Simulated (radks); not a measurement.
# Taking charge from the 3s level of Tc¹⁵⁺ in fractions

An exercise on one series of results from a longer session: the logs are not shown, and one member is left open.

The numbers are computed with radks (a radial shooting solver on a logarithmic mesh, Libxc functionals) version 1 (scalar-relativistic Kohn-Sham, SCAN, spin-polarised, spherical densities, finite nucleus), except any that are marked as measured or tabulated.

## The atom as given

* element: technetium (Z = 43)
* charge: +15
* electrons: 28
* configuration: [Ne] 3s(up 1, down 1) 3p6 3d10
* nuclear rms radius: 4.4112 fm

A shell typed twice in an input gives spin up, then spin down.

Set-up of the first run:

Input:

```text
Z 43
configuration [Ne] 3s1 3s1 3p6 3d10
relativity scalar-relativistic
functional scan,scan
spin polarised
nucleus finite rms 4.4112 fm
c 137.035999084
```

Steps of the session up to this table: Start: [Ne] 3s(up 1, down 1) 3p6 3d10.

One table of the session follows, with a row left open; its other results are not shown here.

It belongs to the step «Start: [Ne] 3s(up 1, down 1) 3p6 3d10». Radial moments (bohr):

```
level      <r>  outermost maximum (interpolated)  90 % within  nodes
   1s  0.03428                            0.0223       0.0614      0
   2s        ?                                 ?            ?      ?
   2p   0.1302                             0.101        0.212      0
   3s   0.4101                             0.370        0.603      2
   3p   0.4096                             0.363        0.616      1
   3d   0.3878                             0.308        0.613      0
```

**Question.** Estimate the row for 2s.

**Answer.** <r>: 0.1493; outermost maximum (interpolated): 0.126; 90 % within: 0.231; nodes: 1. In the column «<r>» it lies between 2p (0.1302) and 3d (0.3878).
